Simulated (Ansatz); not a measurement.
# GaH3 (triplet): wB97M-V, B2PLYP, RPA-PBE over a scan of the scale of all distances, cc-pVDZ, part 1 of 3

How well do these functionals follow the top wave-function level for GaH3 (triplet) over a scan of the scale of all distances?

Method: cc-pVDZ, all electrons in the functionals, frozen cores in the correlation of double hybrids and RPA; program: Ansatz 0.2.0, Gaussian basis.

To be run: wB97M-V, B2PLYP, RPA-PBE, at 0.872; 1.000; 1.116; 1.320; 1.529; 1.775; 1.976; 2.405.

13 further runs of the same task are left out: 10 that didn't finish, 3 set aside as unsound or not needed.

**1. The geometry**

The geometry derives from a PBE0/def2-TZVP stationary point (not a proven minimum). All distances are scaled together. No spin-orbit coupling is included. The filled d shell of Ga may be among the frozen orbitals whatever the setting's name suggests; the logs give the count.

4 atoms, charge 0, spin multiplicity 3.

Atoms are counted from 1 here; the program's logs count them from 0.

Bond lengths: Ga1–H2 1.585 Å, Ga1–H3 1.955 Å, Ga1–H4 1.955 Å, H3–H4 0.811 Å. Angles: H2–Ga1–H3 100.5°, H2–Ga1–H4 100.5°, H3–Ga1–H4 23.9°, Ga1–H3–H4 78.0°, Ga1–H4–H3 78.0°.

Coordinates:

```xyz
4
charge 0, multiplicity 3
Ga    0.00000    0.02773   -0.04569
H     0.00000   -1.47760   -0.54147
H     0.40542   -0.22016    1.85118
H    -0.40542   -0.22016    1.85118
```

No dispersion term is added; wB97M-V holds VV10 nonlocal correlation.

The geometry shown and the zero of energy belong to the point 1.000. The yardstick, FCI, and other wave-function levels (R restricted, U unrestricted, valence and pair active spaces) come from earlier runs.

**2. wB97M-V, 0.872**

in.yaml reads:

```yaml
crystal:
  periodic: [false, false, false]
  atoms:
    - {symbol: Ga, position_ang: [0.000000, 0.024177, -0.039846]}
    - {symbol: H, position_ang: [0.000000, -1.288466, -0.472164]}
    - {symbol: H, position_ang: [0.353524, -0.191978, 1.614230]}
    - {symbol: H, position_ang: [-0.353524, -0.191978, 1.614230]}
basis:
  gaussian: {orbitals: cc-pVDZ}
magnetization: {spin_polarized: true, initial_magnetization: 2}
hamiltonian: {xc: {name: wB97M-V}}
output: {forces: true, orbitals: {seedname: orbitals}}
```

The run is started by

```console
$ ansatz run in.yaml --threads 1 --pin off --events-out ev --progress --plain --max-ram 2393MiB
```

What it wrote, shortened:

```text
Functional definition: wB97M-V
  name "wB97M-V"
  cite "Mardirossian & Head-Gordon, J. Chem. Phys. 144, 214110 (2016) doi:10.1063/1.4952647"
  cite "Becke, J. Chem. Phys. 107, 8554 (1997) doi:10.1063/1.475007"
  cite "Vydrov & Van Voorhis, J. Chem. Phys. 133, 244103 (2010) doi:10.1063/1.3521275"
  # Of w^i u^j: cxij and so on, Table III.
[...]
  gx(w, u) = 1 - cx + cx01*u + cx10*w
  gss(w, u) = css00 + css04*u^4 + css10*w + css20*w^2 + css43*w^4*u^3
  gos(w, u) = cos00 + cos10*w + (cos20 + cos21*u)*w^2 + (cos60 + cos61*u)*w^6
[...]
      + integral(e_c_pw_mod_opposite_spin*gos(b97_w_opposite, b97_u_opposite)) + vv10(b, c)
450 factors; integrals over basis functions are off by at most 9.7e-4 eV
141 factors; integrals over basis functions are off by at most 4.4e-6 eV
[...]
mean field -52418.16620680 eV, -1926.3320777906 hartree, gradient 7.4e-5 eV, S^2 2.001530; 0 other end points of the search recorded, 0 dependent functions left out
[...]
reference -52418.16624192 eV, -1926.3320790815 hartree; 18, 16 occupied and 24, 26 virtual orbitals, 450 factors
Total energy: -52418.16624192 eV, -1926.3320790815 hartree
Atom 0 at     0.000000     0.024177    -0.039846 Å, force    -0.000000     3.781070    -0.646393 eV/Å
Atom 1 at     0.000000    -1.288466    -0.472164 Å, force    -0.000000    -3.615605    -1.303368 eV/Å
Atom 2 at     0.353524    -0.191978     1.614230 Å, force     4.427223    -0.082732     0.974880 eV/Å
Atom 3 at    -0.353524    -0.191978     1.614230 Å, force    -4.427223    -0.082732     0.974880 eV/Å
Dipole moment:     0.000000    -0.002540     0.227796 e Å
```

Wall time 4.6 s (1 thread of Arm Neoverse V2, shared host).

From the report: ⟨S²⟩ of the determinant 2.002 (pure triplet: 2.00).

**3. wB97M-V, 1.000**

in.yaml reads:

```yaml
crystal:
  periodic: [false, false, false]
  atoms:
    - {symbol: Ga, position_ang: [0.000000, 0.027726, -0.045695]}
    - {symbol: H, position_ang: [0.000000, -1.477599, -0.541473]}
    - {symbol: H, position_ang: [0.405418, -0.220158, 1.851181]}
    - {symbol: H, position_ang: [-0.405418, -0.220158, 1.851181]}
basis:
  gaussian: {orbitals: cc-pVDZ}
magnetization: {spin_polarized: true, initial_magnetization: 2}
hamiltonian: {xc: {name: wB97M-V}}
output: {forces: true, orbitals: {seedname: orbitals}}
```

Launched as before.

What it wrote:

```text
Functional definition: wB97M-V
  name "wB97M-V"
  cite "Mardirossian & Head-Gordon, J. Chem. Phys. 144, 214110 (2016) doi:10.1063/1.4952647"
  cite "Becke, J. Chem. Phys. 107, 8554 (1997) doi:10.1063/1.475007"
  cite "Vydrov & Van Voorhis, J. Chem. Phys. 133, 244103 (2010) doi:10.1063/1.3521275"
  # Of w^i u^j: cxij and so on, Table III.
  parameter omega = 0.3/bohr
  parameter cx = 0.15
  parameter cx01 = 1.007
  parameter cx10 = 0.259
  parameter css00 = 0.443
  parameter css04 = -1.437
  parameter css10 = -4.535
  parameter css20 = -3.390
  parameter css43 = 4.278
  parameter cos00 = 1.000
  parameter cos10 = 1.358
  parameter cos20 = 2.924
  parameter cos21 = -8.812
  parameter cos60 = -1.390
  parameter cos61 = 9.142
  parameter b = 6.0
  parameter c = 0.01
  gx(w, u) = 1 - cx + cx01*u + cx10*w
  gss(w, u) = css00 + css04*u^4 + css10*w + css20*w^2 + css43*w^4*u^3
  gos(w, u) = cos00 + cos10*w + (cos20 + cos21*u)*w^2 + (cos60 + cos61*u)*w^6
  exchange = spin_sum(e_x_unif_sr(omega)*gx(b97_w, b97_u_x)) + cx*exact_x_sr(omega) + exact_x_lr(omega)
  correlation = spin_sum(e_c_pw_mod_same_spin*gss(b97_w, b97_u_same))
      + integral(e_c_pw_mod_opposite_spin*gos(b97_w_opposite, b97_u_opposite)) + vv10(b, c)
452 factors; integrals over basis functions are off by at most 9.1e-4 eV
142 factors; integrals over basis functions are off by at most 6.3e-6 eV
mean field evaluation 1: about -52418.4518 eV, gradient 5.7e0 eV
mean field evaluation 2: about -52418.8301 eV, gradient 2.1e0 eV
mean field evaluation 4: about -52418.8982 eV, gradient 2.7e-1 eV
mean field evaluation 8: about -52418.9157 eV, gradient 3.6e-2 eV
mean field evaluation 16: about -52418.9157 eV, gradient 4.8e-5 eV
mean field -52418.91574681 eV, -1926.3596228781 hartree, gradient 4.8e-5 eV, S^2 2.003211; 0 other end points of the search recorded, 0 dependent functions left out
the calculation of the forces begins
reference -52418.91578212 eV, -1926.3596241756 hartree; 18, 16 occupied and 24, 26 virtual orbitals, 452 factors
Total energy: -52418.91578212 eV, -1926.3596241756 hartree
Atom 0 at     0.000000     0.027726    -0.045695 Å, force    -0.000000    -0.045754    -0.083991 eV/Å
Atom 1 at     0.000000    -1.477599    -0.541473 Å, force     0.000000     0.058075     0.024913 eV/Å
Atom 2 at     0.405418    -0.220158     1.851181 Å, force     0.264036    -0.006161     0.029539 eV/Å
Atom 3 at    -0.405418    -0.220158     1.851181 Å, force    -0.264036    -0.006161     0.029539 eV/Å
Dipole moment:    -0.000000     0.039391     0.168135 e Å
```

It took 5 s on 1 thread of Arm Neoverse V2, shared host.

From the report: ⟨S²⟩ of the determinant 2.003 (pure triplet: 2.00).

**4. wB97M-V, 1.116**

in.yaml reads:

```yaml
crystal:
  periodic: [false, false, false]
  atoms:
    - {symbol: Ga, position_ang: [0.000000, 0.030942, -0.050996]}
    - {symbol: H, position_ang: [0.000000, -1.649000, -0.604284]}
    - {symbol: H, position_ang: [0.452446, -0.245696, 2.065918]}
    - {symbol: H, position_ang: [-0.452446, -0.245696, 2.065918]}
basis:
  gaussian: {orbitals: cc-pVDZ}
magnetization: {spin_polarized: true, initial_magnetization: 2}
hamiltonian: {xc: {name: wB97M-V}}
output: {orbitals: {seedname: orbitals}}
```

Launched as before.

What it wrote:

```text
Functional definition: wB97M-V
  name "wB97M-V"
  cite "Mardirossian & Head-Gordon, J. Chem. Phys. 144, 214110 (2016) doi:10.1063/1.4952647"
  cite "Becke, J. Chem. Phys. 107, 8554 (1997) doi:10.1063/1.475007"
  cite "Vydrov & Van Voorhis, J. Chem. Phys. 133, 244103 (2010) doi:10.1063/1.3521275"
  # Of w^i u^j: cxij and so on, Table III.
  parameter omega = 0.3/bohr
  parameter cx = 0.15
  parameter cx01 = 1.007
  parameter cx10 = 0.259
  parameter css00 = 0.443
  parameter css04 = -1.437
  parameter css10 = -4.535
  parameter css20 = -3.390
  parameter css43 = 4.278
  parameter cos00 = 1.000
  parameter cos10 = 1.358
  parameter cos20 = 2.924
  parameter cos21 = -8.812
  parameter cos60 = -1.390
  parameter cos61 = 9.142
  parameter b = 6.0
  parameter c = 0.01
  gx(w, u) = 1 - cx + cx01*u + cx10*w
  gss(w, u) = css00 + css04*u^4 + css10*w + css20*w^2 + css43*w^4*u^3
  gos(w, u) = cos00 + cos10*w + (cos20 + cos21*u)*w^2 + (cos60 + cos61*u)*w^6
  exchange = spin_sum(e_x_unif_sr(omega)*gx(b97_w, b97_u_x)) + cx*exact_x_sr(omega) + exact_x_lr(omega)
  correlation = spin_sum(e_c_pw_mod_same_spin*gss(b97_w, b97_u_same))
      + integral(e_c_pw_mod_opposite_spin*gos(b97_w_opposite, b97_u_opposite)) + vv10(b, c)
452 factors; integrals over basis functions are off by at most 1.1e-3 eV
142 factors; integrals over basis functions are off by at most 9.4e-6 eV
mean field evaluation 1: about -52418.1257 eV, gradient 5.4e0 eV
mean field evaluation 2: about -52418.5198 eV, gradient 2.2e0 eV
mean field evaluation 4: about -52418.6023 eV, gradient 2.8e-1 eV
mean field evaluation 8: about -52418.6219 eV, gradient 4.2e-2 eV
mean field evaluation 16: about -52418.6220 eV, gradient 1.2e-4 eV
mean field -52418.62201883 eV, -1926.3488285737 hartree, gradient 4.3e-5 eV, S^2 2.008132; 0 other end points of the search recorded, 0 dependent functions left out
reference -52418.62205418 eV, -1926.3488298729 hartree; 18, 16 occupied and 24, 26 virtual orbitals, 452 factors
Total energy: -52418.62205418 eV, -1926.3488298729 hartree
```

Wall time 5 s (1 thread of Arm Neoverse V2, shared host).

From the report: ⟨S²⟩ of the determinant 2.008 (pure triplet: 2.00).

From 1.000: +6.8 kcal/mol.

**5. wB97M-V, 1.320**

in.yaml reads:

```yaml
crystal:
  periodic: [false, false, false]
  atoms:
    - {symbol: Ga, position_ang: [0.000000, 0.036598, -0.060317]}
    - {symbol: H, position_ang: [0.000000, -1.950431, -0.714744]}
    - {symbol: H, position_ang: [0.535152, -0.290608, 2.443559]}
    - {symbol: H, position_ang: [-0.535152, -0.290608, 2.443559]}
basis:
  gaussian: {orbitals: cc-pVDZ}
magnetization: {spin_polarized: true, initial_magnetization: 2}
hamiltonian: {xc: {name: wB97M-V}}
output: {orbitals: {seedname: orbitals}}
```

Launched as before.

What it wrote:

```text
Functional definition: wB97M-V
  name "wB97M-V"
  cite "Mardirossian & Head-Gordon, J. Chem. Phys. 144, 214110 (2016) doi:10.1063/1.4952647"
  cite "Becke, J. Chem. Phys. 107, 8554 (1997) doi:10.1063/1.475007"
  cite "Vydrov & Van Voorhis, J. Chem. Phys. 133, 244103 (2010) doi:10.1063/1.3521275"
  # Of w^i u^j: cxij and so on, Table III.
  parameter omega = 0.3/bohr
  parameter cx = 0.15
  parameter cx01 = 1.007
  parameter cx10 = 0.259
  parameter css00 = 0.443
  parameter css04 = -1.437
  parameter css10 = -4.535
  parameter css20 = -3.390
  parameter css43 = 4.278
  parameter cos00 = 1.000
  parameter cos10 = 1.358
  parameter cos20 = 2.924
  parameter cos21 = -8.812
  parameter cos60 = -1.390
  parameter cos61 = 9.142
  parameter b = 6.0
  parameter c = 0.01
  gx(w, u) = 1 - cx + cx01*u + cx10*w
  gss(w, u) = css00 + css04*u^4 + css10*w + css20*w^2 + css43*w^4*u^3
  gos(w, u) = cos00 + cos10*w + (cos20 + cos21*u)*w^2 + (cos60 + cos61*u)*w^6
  exchange = spin_sum(e_x_unif_sr(omega)*gx(b97_w, b97_u_x)) + cx*exact_x_sr(omega) + exact_x_lr(omega)
  correlation = spin_sum(e_c_pw_mod_same_spin*gss(b97_w, b97_u_same))
      + integral(e_c_pw_mod_opposite_spin*gos(b97_w_opposite, b97_u_opposite)) + vv10(b, c)
453 factors; integrals over basis functions are off by at most 1.2e-3 eV
142 factors; integrals over basis functions are off by at most 1.5e-5 eV
mean field evaluation 1: about -52416.6739 eV, gradient 6.0e0 eV
mean field evaluation 2: about -52417.2965 eV, gradient 3.0e0 eV
mean field evaluation 4: about -52417.4621 eV, gradient 4.3e-1 eV
mean field evaluation 8: about -52417.4832 eV, gradient 4.9e-2 eV
mean field evaluation 16: about -52417.4833 eV, gradient 1.8e-4 eV
mean field -52417.48334627 eV, -1926.3069831291 hartree, gradient 3.4e-5 eV, S^2 2.018972; 1 other end points of the search recorded, 0 dependent functions left out
reference -52417.48338232 eV, -1926.3069844540 hartree; 18, 16 occupied and 24, 26 virtual orbitals, 453 factors
Total energy: -52417.48338232 eV, -1926.3069844540 hartree
```

Wall time 5.5 s (1 thread of Arm Neoverse V2, shared host).

From the report: ⟨S²⟩ of the determinant 2.019 (pure triplet: 2.00).

From 1.000: +33.0 kcal/mol.

**6. wB97M-V, 1.529**

in.yaml reads:

```yaml
crystal:
  periodic: [false, false, false]
  atoms:
    - {symbol: Ga, position_ang: [0.000000, 0.042393, -0.069868]}
    - {symbol: H, position_ang: [0.000000, -2.259249, -0.827912]}
    - {symbol: H, position_ang: [0.619884, -0.336622, 2.830456]}
    - {symbol: H, position_ang: [-0.619884, -0.336622, 2.830456]}
basis:
  gaussian: {orbitals: cc-pVDZ}
magnetization: {spin_polarized: true, initial_magnetization: 2}
hamiltonian: {xc: {name: wB97M-V}}
output: {orbitals: {seedname: orbitals}}
```

Same command.

What it wrote:

```text
Functional definition: wB97M-V
  name "wB97M-V"
  cite "Mardirossian & Head-Gordon, J. Chem. Phys. 144, 214110 (2016) doi:10.1063/1.4952647"
  cite "Becke, J. Chem. Phys. 107, 8554 (1997) doi:10.1063/1.475007"
  cite "Vydrov & Van Voorhis, J. Chem. Phys. 133, 244103 (2010) doi:10.1063/1.3521275"
  # Of w^i u^j: cxij and so on, Table III.
  parameter omega = 0.3/bohr
  parameter cx = 0.15
  parameter cx01 = 1.007
  parameter cx10 = 0.259
  parameter css00 = 0.443
  parameter css04 = -1.437
  parameter css10 = -4.535
  parameter css20 = -3.390
  parameter css43 = 4.278
  parameter cos00 = 1.000
  parameter cos10 = 1.358
  parameter cos20 = 2.924
  parameter cos21 = -8.812
  parameter cos60 = -1.390
  parameter cos61 = 9.142
  parameter b = 6.0
  parameter c = 0.01
  gx(w, u) = 1 - cx + cx01*u + cx10*w
  gss(w, u) = css00 + css04*u^4 + css10*w + css20*w^2 + css43*w^4*u^3
  gos(w, u) = cos00 + cos10*w + (cos20 + cos21*u)*w^2 + (cos60 + cos61*u)*w^6
  exchange = spin_sum(e_x_unif_sr(omega)*gx(b97_w, b97_u_x)) + cx*exact_x_sr(omega) + exact_x_lr(omega)
  correlation = spin_sum(e_c_pw_mod_same_spin*gss(b97_w, b97_u_same))
      + integral(e_c_pw_mod_opposite_spin*gos(b97_w_opposite, b97_u_opposite)) + vv10(b, c)
455 factors; integrals over basis functions are off by at most 1.0e-3 eV
142 factors; integrals over basis functions are off by at most 1.4e-5 eV
mean field evaluation 1: about -52414.4424 eV, gradient 8.3e0 eV
mean field evaluation 2: about -52415.8596 eV, gradient 5.0e0 eV
mean field evaluation 4: about -52416.3178 eV, gradient 7.8e-1 eV
mean field evaluation 8: about -52416.3684 eV, gradient 1.0e-1 eV
mean field evaluation 16: about -52416.3690 eV, gradient 3.7e-4 eV
mean field evaluation 32: about -52416.3690 eV, gradient 1.7e-5 eV
mean field -52416.36900066 eV, -1926.2660316835 hartree, gradient 1.7e-5 eV, S^2 2.011083; 2 other end points of the search recorded, 0 dependent functions left out
reference -52416.36903682 eV, -1926.2660330120 hartree; 18, 16 occupied and 24, 26 virtual orbitals, 455 factors
Total energy: -52416.36903682 eV, -1926.2660330120 hartree
```

It took 7.5 s on 1 thread of Arm Neoverse V2, shared host.

From the report: ⟨S²⟩ of the determinant 2.011 (pure triplet: 2.00).

From 1.000: +58.7 kcal/mol.

**7. wB97M-V, 1.775**

in.yaml reads:

```yaml
crystal:
  periodic: [false, false, false]
  atoms:
    - {symbol: Ga, position_ang: [0.000000, 0.049214, -0.081108]}
    - {symbol: H, position_ang: [0.000000, -2.622738, -0.961114]}
    - {symbol: H, position_ang: [0.719617, -0.390780, 3.285846]}
    - {symbol: H, position_ang: [-0.719617, -0.390780, 3.285846]}
basis:
  gaussian: {orbitals: cc-pVDZ}
magnetization: {spin_polarized: true, initial_magnetization: 2}
hamiltonian: {xc: {name: wB97M-V}}
output: {forces: true, orbitals: {seedname: orbitals}}
```

Same command.

What it wrote:

```text
Functional definition: wB97M-V
  name "wB97M-V"
  cite "Mardirossian & Head-Gordon, J. Chem. Phys. 144, 214110 (2016) doi:10.1063/1.4952647"
  cite "Becke, J. Chem. Phys. 107, 8554 (1997) doi:10.1063/1.475007"
  cite "Vydrov & Van Voorhis, J. Chem. Phys. 133, 244103 (2010) doi:10.1063/1.3521275"
  # Of w^i u^j: cxij and so on, Table III.
  parameter omega = 0.3/bohr
  parameter cx = 0.15
  parameter cx01 = 1.007
  parameter cx10 = 0.259
  parameter css00 = 0.443
  parameter css04 = -1.437
  parameter css10 = -4.535
  parameter css20 = -3.390
  parameter css43 = 4.278
  parameter cos00 = 1.000
  parameter cos10 = 1.358
  parameter cos20 = 2.924
  parameter cos21 = -8.812
  parameter cos60 = -1.390
  parameter cos61 = 9.142
  parameter b = 6.0
  parameter c = 0.01
  gx(w, u) = 1 - cx + cx01*u + cx10*w
  gss(w, u) = css00 + css04*u^4 + css10*w + css20*w^2 + css43*w^4*u^3
  gos(w, u) = cos00 + cos10*w + (cos20 + cos21*u)*w^2 + (cos60 + cos61*u)*w^6
  exchange = spin_sum(e_x_unif_sr(omega)*gx(b97_w, b97_u_x)) + cx*exact_x_sr(omega) + exact_x_lr(omega)
  correlation = spin_sum(e_c_pw_mod_same_spin*gss(b97_w, b97_u_same))
      + integral(e_c_pw_mod_opposite_spin*gos(b97_w_opposite, b97_u_opposite)) + vv10(b, c)
457 factors; integrals over basis functions are off by at most 6.3e-4 eV
142 factors; integrals over basis functions are off by at most 2.3e-5 eV
mean field evaluation 1: about -52412.0211 eV, gradient 9.5e0 eV
mean field evaluation 2: about -52413.7759 eV, gradient 9.2e0 eV
mean field evaluation 4: about -52415.1174 eV, gradient 1.5e0 eV
mean field evaluation 8: about -52415.2647 eV, gradient 2.0e-1 eV
mean field evaluation 16: about -52415.2666 eV, gradient 1.9e-3 eV
mean field evaluation 32: about -52415.2479 eV, gradient 6.0e-1 eV
mean field -52415.26662001 eV, -1926.2255199414 hartree, gradient 6.4e-6 eV, S^2 2.003942; 3 other end points of the search recorded, 0 dependent functions left out
the calculation of the forces begins
reference -52415.26665843 eV, -1926.2255213534 hartree; 18, 16 occupied and 24, 26 virtual orbitals, 457 factors
Total energy: -52415.26665843 eV, -1926.2255213534 hartree
Atom 0 at     0.000000     0.049214    -0.081108 Å, force     0.000000    -0.123870     0.216519 eV/Å
Atom 1 at     0.000000    -2.622738    -0.961114 Å, force    -0.000000     0.093318     0.033388 eV/Å
Atom 2 at     0.719617    -0.390780     3.285846 Å, force    -4.296623     0.015276    -0.124954 eV/Å
Atom 3 at    -0.719617    -0.390780     3.285846 Å, force     4.296623     0.015276    -0.124954 eV/Å
Dipole moment:     0.000000    -0.034235    -0.105701 e Å
```

Wall time 15 s (1 thread of Arm Neoverse V2, shared host).

From the report: ⟨S²⟩ of the determinant 2.004 (pure triplet: 2.00).

From 1.000: +84.2 kcal/mol.

**8. wB97M-V, 1.976**

in.yaml reads:

```yaml
crystal:
  periodic: [false, false, false]
  atoms:
    - {symbol: Ga, position_ang: [0.000000, 0.054787, -0.090293]}
    - {symbol: H, position_ang: [0.000000, -2.919736, -1.069950]}
    - {symbol: H, position_ang: [0.801106, -0.435032, 3.657934]}
    - {symbol: H, position_ang: [-0.801106, -0.435032, 3.657934]}
basis:
  gaussian: {orbitals: cc-pVDZ}
magnetization: {spin_polarized: true, initial_magnetization: 2}
hamiltonian: {xc: {name: wB97M-V}}
output: {forces: true, orbitals: {seedname: orbitals}}
```

Launched as before.

What it wrote:

```text
Functional definition: wB97M-V
  name "wB97M-V"
  cite "Mardirossian & Head-Gordon, J. Chem. Phys. 144, 214110 (2016) doi:10.1063/1.4952647"
  cite "Becke, J. Chem. Phys. 107, 8554 (1997) doi:10.1063/1.475007"
  cite "Vydrov & Van Voorhis, J. Chem. Phys. 133, 244103 (2010) doi:10.1063/1.3521275"
  # Of w^i u^j: cxij and so on, Table III.
  parameter omega = 0.3/bohr
  parameter cx = 0.15
  parameter cx01 = 1.007
  parameter cx10 = 0.259
  parameter css00 = 0.443
  parameter css04 = -1.437
  parameter css10 = -4.535
  parameter css20 = -3.390
  parameter css43 = 4.278
  parameter cos00 = 1.000
  parameter cos10 = 1.358
  parameter cos20 = 2.924
  parameter cos21 = -8.812
  parameter cos60 = -1.390
  parameter cos61 = 9.142
  parameter b = 6.0
  parameter c = 0.01
  gx(w, u) = 1 - cx + cx01*u + cx10*w
  gss(w, u) = css00 + css04*u^4 + css10*w + css20*w^2 + css43*w^4*u^3
  gos(w, u) = cos00 + cos10*w + (cos20 + cos21*u)*w^2 + (cos60 + cos61*u)*w^6
  exchange = spin_sum(e_x_unif_sr(omega)*gx(b97_w, b97_u_x)) + cx*exact_x_sr(omega) + exact_x_lr(omega)
  correlation = spin_sum(e_c_pw_mod_same_spin*gss(b97_w, b97_u_same))
      + integral(e_c_pw_mod_opposite_spin*gos(b97_w_opposite, b97_u_opposite)) + vv10(b, c)
456 factors; integrals over basis functions are off by at most 7.9e-4 eV
142 factors; integrals over basis functions are off by at most 4.0e-5 eV
mean field evaluation 1: about -52411.2135 eV, gradient 9.1e0 eV
mean field evaluation 2: about -52411.5750 eV, gradient 1.3e1 eV
mean field evaluation 4: about -52414.3019 eV, gradient 2.0e0 eV
mean field evaluation 8: about -52414.4909 eV, gradient 6.1e-2 eV
mean field evaluation 16: about -52414.4910 eV, gradient 3.3e-4 eV
mean field evaluation 32: about -52414.4998 eV, gradient 3.1e-5 eV
mean field evaluation 64: about -52414.4963 eV, gradient 2.7e-1 eV
mean field -52414.49975874 eV, -1926.1973383096 hartree, gradient 8.7e-6 eV, S^2 2.108028; 8 other end points of the search recorded, 0 dependent functions left out
the calculation of the forces begins
reference -52414.49979926 eV, -1926.1973397989 hartree; 18, 16 occupied and 24, 26 virtual orbitals, 456 factors
WARN: the results are in doubt because the forces break the atoms' symmetry
Total energy: -52414.49979926 eV, -1926.1973397989 hartree
Atom 0 at     0.000000     0.054787    -0.090293 Å, force     0.012834    -0.045353     0.140012 eV/Å
Atom 1 at     0.000000    -2.919736    -1.069950 Å, force     0.000654     0.026632     0.009861 eV/Å
Atom 2 at     0.801106    -0.435032     3.657934 Å, force    -3.653315     0.012269    -0.106891 eV/Å
Atom 3 at    -0.801106    -0.435032     3.657934 Å, force     3.639826     0.006452    -0.042982 eV/Å
Dipole moment:     0.000591    -0.029211    -0.075077 e Å
In doubt: the forces break the atoms' symmetry
```

Run time: 30 s. Hardware: 1 thread of Arm Neoverse V2, shared host.

From the report: ⟨S²⟩ of the determinant 2.108 (pure triplet: 2.00). The program marks this result as in doubt; its last lines say why.

From 1.000: +101.8 kcal/mol.

(Continued in part 2 of 3.)
